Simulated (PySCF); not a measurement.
# C3H3BF2: the cost of one run

The runs use PySCF 2.14.0, with density-fitted response routines of our own; the level of theory stands in each step. All values are computed, except where a source is named. Atoms are numbered from 0 throughout.

## 1. The starting structure

9 atoms, charge 0, multiplicity 1; geometry from: GFN2-xTB. The atoms were then displaced at random by about 0.01 Å, so the start is not that level's minimum.

Bonds of the start (Å): F0–B1 1.32, B1–C2 1.53, C2–C3 1.26, C3–F4 1.34, C3–C5 1.47, C5–C2 1.54, B1–H6 1.18, C5–H7 1.08, C5–H8 1.06.

## 2. Geometry optimisation at PBE0-D3(BJ)/def2-SVP

What the job is given:

```
{"job": {"xc": "PBE0", "basis": "def2-SVP", "d3": "d3bj", "grid": 1, "shake": 0.01, "kind": "geom"}, "charge": 0, "multiplicity": 1}
F      2.482390     0.644480    -0.054900
B      1.661080    -0.380560     0.045520
C      0.143440    -0.171230     0.007730
C     -1.029920    -0.625150     0.055660
F     -1.890620    -1.647110     0.153900
C     -1.016730     0.835800    -0.101130
H      2.180670    -1.430960     0.163080
H     -1.232870     1.476660     0.737710
H     -1.239630     1.280920    -1.041310
```

The run is started by

```bash
$ OMP_NUM_THREADS=1 python probes_run.py task.json out
```

The driver reads the jobs from task.json and runs them one after another.

Q: Estimate the wall time and peak memory of this first job on 1 thread of Arm Neoverse V1, shared host.

About 39 s, with a peak of 0.4 GiB.
